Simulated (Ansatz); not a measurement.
**Re (P6_3/mmc): equation of state with a fit**

Where is the equilibrium volume of Re (P6_3/mmc), and how stiff is it? Aim: an equation of state with a fit, for Re (P6_3/mmc), run from a script.

All numbers are computed with Ansatz 0.2.0, driven from Python. Level of theory: DFT PBEsol+D3(BJ) with three-body term, plane waves, PAW.

## (1) The structure

It takes space group P6_3/mmc (No. 194, hexagonal). The conventional cell has a = 2.761 Å, b = 2.761 Å, c = 4.458 Å, α = 90.00°, β = 90.00°, γ = 120.00°. Re (site symmetry -6m2) has 12 Re at 2.74 to 2.76 Å as nearest neighbours.

The script holds or builds the structure itself.

## (2) The script

Contents of eos_re.py:

```python
# -*- coding: utf-8 -*-
'''Energy against volume for Re, with a fit.'''

import ansatz as az
import numpy as np

vectors0 = np.array([
    [2.7608, 0.0, 0.0],
    [-1.3804, 2.39092293, 0.0],
    [0.0, 0.0, 4.4582],
])
sites = [
    ('Re', (1 / 3, 2 / 3, 0.25)),
    ('Re', (2 / 3, 1 / 3, 0.75)),
]


def build(cell):
    crystal = az.Crystal(lattice=az.Lattice.of(cell))
    for symbol, position in sites:
        crystal = crystal.atom(symbol, position)
    return crystal


def main():
    # scale the volume, keep shape and fractions
    volumes, energies, pressures = [], [], []
    for scale in np.linspace(0.94, 1.06, 7):
        cell = vectors0 * scale ** (1 / 3)
        calculation = (
            build(cell).calculation()
            .functional('pbesol', dispersion='d3bjatm')
            .occupations('Fermi-Dirac')
            .accuracy('low')
            .scf(max_iterations=150, lower_state_search='light')
            .basis(500)
            .kpoints(14, 14, 8)
            .stress()
        )
        r = calculation.run(threads=1).report
        volumes.append(abs(np.linalg.det(cell)) / len(sites))
        energies.append(r['free_energy_ev'] / len(sites))
        pressures.append(np.trace(r['stress_gpa']) / 3)
        print(f'V = {volumes[-1]:8.4f} A^3/atom  F = {energies[-1]:.5f} eV/atom  P = {pressures[-1]:8.3f} GPa')

    # third-order Birch-Murnaghan: a cubic in V^(-2/3)
    x = np.array(volumes) ** (-2 / 3)
    poly = np.polynomial.Polynomial.fit(x, energies, 3).convert()
    roots = poly.deriv().roots()
    x0 = min((r.real for r in roots if abs(r.imag) < 1e-9 and poly.deriv(2)(r.real) > 0), key=lambda r: abs(r - x.mean()))
    v0 = x0 ** -1.5
    b0 = 4 / 9 * poly.deriv(2)(x0) * v0 ** (-7 / 3) * 160.21766
    b1 = 4 + 2 / 3 * x0 * poly.deriv(3)(x0) / poly.deriv(2)(x0)
    print(f'V0 = {v0:.4f} A^3/atom, B0 = {b0:.1f} GPa, dB/dP = {b1:.2f}')


if __name__ == '__main__':
    main()
```

## (3) What the engine is handed

The engine receives this input (first run):

```yaml
crystal:
  lattice:
    - [2.7044413289419222, 0.0, 0.0]
    - [-1.3522206644709611, 2.3421148892375085, 0.0]
    - [0.0, 0.0, 4.367190789875716]
  atoms:
    - { symbol: Re, position: [0.3333333333333333, 0.6666666666666666, 0.25] }
    - { symbol: Re, position: [0.6666666666666666, 0.3333333333333333, 0.75] }
accuracy: low
basis:
  ecutwfc: 500.0
kpoints:
  mp_grid:
    grid: [14, 14, 8]
hamiltonian:
  xc: pbesol
  dispersion: d3bjatm
scf:
  max_iter: 150
  lower_state_search: light
  occupations:
    method: fermi_dirac
output:
  stress: true
```

## (4) The run

On the command line:

```
$ python eos_re.py
```

**Question.** Estimate the equilibrium volume and the bulk modulus.

**Answer**, as computed:

| quantity | value |
| --- | --- |
| runs compared | 7 |
| range of energy | 119.96 meV/atom |
| lowest point, volume (Å³/atom) | 14.420 |
| equilibrium volume (fit) | 14.34 Å³/atom |
| bulk modulus (fit) | 407 GPa |

A third-order Birch-Murnaghan fit through the 7 points has its minimum at 14.34 Å³ an atom, 2.6 % below the typed cell, with a bulk modulus of 407 GPa and dB/dP = 4.4. From that minimum the energy rises by 24.3 meV an atom on the compressed side and 120.5 meV on the expanded side. Notes:
- Shape and fractional positions are held along the curve, so the bulk modulus is an upper value where they are free to relax, by a factor of two or more in layered or hydrogen-bonded cells.
- Pressure is positive in compression.
- Spin-orbit coupling, which matters for elements this heavy, is left out.
- At these settings the cell as given stands under about -10 GPa, so it isn't at this functional's equilibrium volume.
